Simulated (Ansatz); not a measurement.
Consider a convergence test of the plane-wave cutoff of Sr, space group Im-3m (the Ansatz DFT code, driven from Python).

Script `run_ecut.py`:
```python
"""Convergence of Sr with the plane-wave cutoff."""

import argparse

import ansatz as az
from pymatgen.core import Lattice, Structure
from pymatgen.io.ase import AseAtomsAdaptor
from tabulate import tabulate

parser = argparse.ArgumentParser(description="Convergence of Sr with the plane-wave cutoff.")
parser.add_argument("--mesh", type=int, nargs=3, required=True, help="k-point sampling")
parser.add_argument("--occupations", required=True, help="how the bands are filled")
parser.add_argument("--sigma", type=float, default=0.15, help="smearing width (eV)")
args = parser.parse_args()

pmg_structure = Structure(
    Lattice([(-2.435, 2.435, 2.435), (2.435, -2.435, 2.435), (2.435, 2.435, -2.435)]),
    ["Sr"],
    [
        (0.0, 0.0, 0.0),
    ],
)
crystal = az.Crystal.from_ase(AseAtomsAdaptor.get_atoms(pmg_structure))

model = (
    crystal.calculation()
    .pseudopotentials("paw", azcp={"folder": "soft_1"})
    .functional(az.Functional.PBESOL)
    .kpoints(*args.mesh)
    .occupations(args.occupations, width=args.sigma)
)

rows = []
for value in [250, 350, 450, 550]:
    data = model.basis(value).run(threads=1).report
    rows.append((value, data["free_energy_ev"] / len(data["lattice"]["sites"]), data["n_iterations"], data["n_pw"]))

print(tabulate(rows, headers=["cutoff (eV)", "F/atom (eV)", "iterations", "plane waves"], floatfmt=".4f", tablefmt="simple"))

# differences from the last row
for row in rows[:-1]:
    shift = 1000 * (row[1] - rows[-1][1])
    print(f"{row[0]}: {shift:+.2f} meV/atom" + ("  (within 5 meV)" if abs(shift) < 5 else ""))
```

From which cutoff on is the energy per atom within 5 meV of the last row, and how does it get there?

From 350 eV on it stays within 5 meV an atom of the value at 550 eV; the first row (250 eV) is off by 30.9 meV and the last but one by 0.05 meV. The energy falls steadily, as expected when plane waves are added.

The run itself:

Running `python run_ecut.py --mesh 10 10 10 --occupations fermi_dirac` prints:
```text
DeckWarning: basis.ecutwfc = 250 eV is below the records' recommended 420 eV, and the density's cutoff is lower with it unless basis.ecutrho_ratio is high enough to keep the records' density cutoff: compare with a run at a higher cutoff
DeckWarning: soft_1/Sr.paw.azcp: the record states the generating functional pbe (its physics header spells it `PBE`), which answers neither for hamiltonian.xc's functional nor for the pbesol [...]
DeckWarning: basis.ecutwfc = 350 eV is below the records' recommended 420 eV, and the density's cutoff is lower with it unless basis.ecutrho_ratio is high enough to keep the records' density cutoff: compare with a run at a higher cutoff
  cutoff (eV)    F/atom (eV)    iterations    plane waves
-------------  -------------  ------------  -------------
          250     -3492.2219             6            531
          350     -3492.2523             6            887
          450     -3492.2528             6           1253
          550     -3492.2528             6           1721
250: +30.91 meV/atom
350: +0.53 meV/atom  (within 5 meV)
450: +0.05 meV/atom  (within 5 meV)
```
(Warnings from the package without file and line, shortened.)

What to keep in mind:
- A Fermi-Dirac width this large means warm electrons, whose thermal share enters the free energy.
- Of the deposited cell: it was measured well above room temperature.
- The PAW files read here were made with PBE, not with each functional that runs on them.
- This isn't the structure that Sr takes at ambient conditions.
- Shifts are counted from the last row, which is itself no proven limit.
- By the engine's processor time: 3.9 s on 1 thread of Intel(R) Xeon(R) Processor @ 2.30GHz, on a shared host, peak memory 0.56 GiB.
